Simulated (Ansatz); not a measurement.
# GaH3: a ladder of functionals and wavefunction methods

One table from this session's results is given with a row withheld; the runs are named, their logs left out.

Method: functionals in def2-TZVPP, the program's frozen cores in correlated methods; program: Ansatz 0.2.0, Gaussian basis.

The runs, in order: LDA (SPW92), PBE-D4, revPBE-D4, BLYP-D4, r2SCAN-D4, B97M-V, PBE0-D4, B3LYP-D4, r2SCANh-D4, r2SCAN0-D4, HSE06-D4, BHLYP-D4, CAM-B3LYP-D4, LC-ωPBE, ωB97X-V, ωB97M-V, B2PLYP, PBE-QIDH; CCSD(T)/def2-SVP; CCSD(T)/def2-TZVPP; CCSD(T)/def2-QZVPP; extrapolation to the limit; RPA on PBE.

## The geometry

All runs share one geometry, relaxed beforehand with PBE0-D4 in a triple-zeta def2 set.

SMILES `[GaH3]`, 4 atoms, charge 0, spin multiplicity 1.

Atoms are counted from 1 here; the program's logs count them from 0.

Bond lengths: Ga1–H2 1.568 Å, Ga1–H3 1.568 Å, Ga1–H4 1.568 Å. Angles: H2–Ga1–H3 120.0°, H2–Ga1–H4 120.0°, H3–Ga1–H4 120.0°.

Set-up of the first run:

Contents of in.yaml:

```yaml
crystal:
  periodic: [false, false, false]
  atoms:
    - {symbol: Ga, position_ang: [0.013420, -0.014896, -0.004562]}
    - {symbol: H, position_ang: [1.252397, 0.343754, 0.887688]}
    - {symbol: H, position_ang: [-0.552064, -1.477782, -0.009733]}
    - {symbol: H, position_ang: [-0.658355, 1.088723, -0.893695]}
basis:
  gaussian: {orbitals: def2-TZVPP}
hamiltonian: {xc: lda}
output: {orbitals: {seedname: orbitals}}
```

Among the steps run: LDA; PBE-D4 (GGA); revPBE-D4 (GGA); BLYP-D4 (GGA); r2SCAN-D4 (meta-GGA); B97M-V (meta-GGA); PBE0-D4 (hybrid); B3LYP-D4 (hybrid); r2SCANh-D4 (hybrid); r2SCAN0-D4 (hybrid); HSE06-D4 (hybrid); BHLYP-D4 (hybrid); CAM-B3LYP-D4 (range-separated); LC-ωPBE-D4 (range-separated; the results give it without D4); ωB97X-V (range-separated); ωB97M-V (range-separated); B2PLYP (double hybrid); PBE-QIDH (double hybrid).

One of the session's tables, all rows but one given; the rest of the session is left out.

It belongs to the step «Orbital energies across the functionals». 

```
  functional  HOMO (eV)  LUMO (eV)  gap (eV)
 LDA (SPW92)      -7.40      -2.92      4.48
      PBE-D4      -7.35      -2.66      4.69
   revPBE-D4      -7.32      -2.55      4.77
     BLYP-D4      -7.27      -2.64      4.63
   r2SCAN-D4      -7.68      -2.33      5.34
      B97M-V      -7.76      -2.61      5.14
     PBE0-D4      -8.60      -1.83      6.76
    B3LYP-D4      -8.42      -2.14      6.28
  r2SCANh-D4      -8.13      -2.05      6.08
  r2SCAN0-D4      -8.81      -1.64      7.17
    HSE06-D4      -8.19      -2.20      5.99
    BHLYP-D4          ?          ?         ?
CAM-B3LYP-D4     -10.01      -0.96      9.04
     LC-ωPBE     -11.40       0.27     11.67
     ωB97X-V     -11.03       0.12     11.15
     ωB97M-V     -10.83      -0.12     10.71
```

**Question.** Estimate the row for BHLYP-D4.

Worked estimate for «HOMO (eV)». Against the share of exact exchange, BLYP-D4 (0, -7.27), B3LYP-D4 (0.2, -8.42) give a slope of -5.75 per unit share; at 0.5 the line stands at -10.14.

The run gave: HOMO (eV): -9.79; LUMO (eV): -1.10; gap (eV): 8.68. In «HOMO (eV)» the line misses by -0.35.
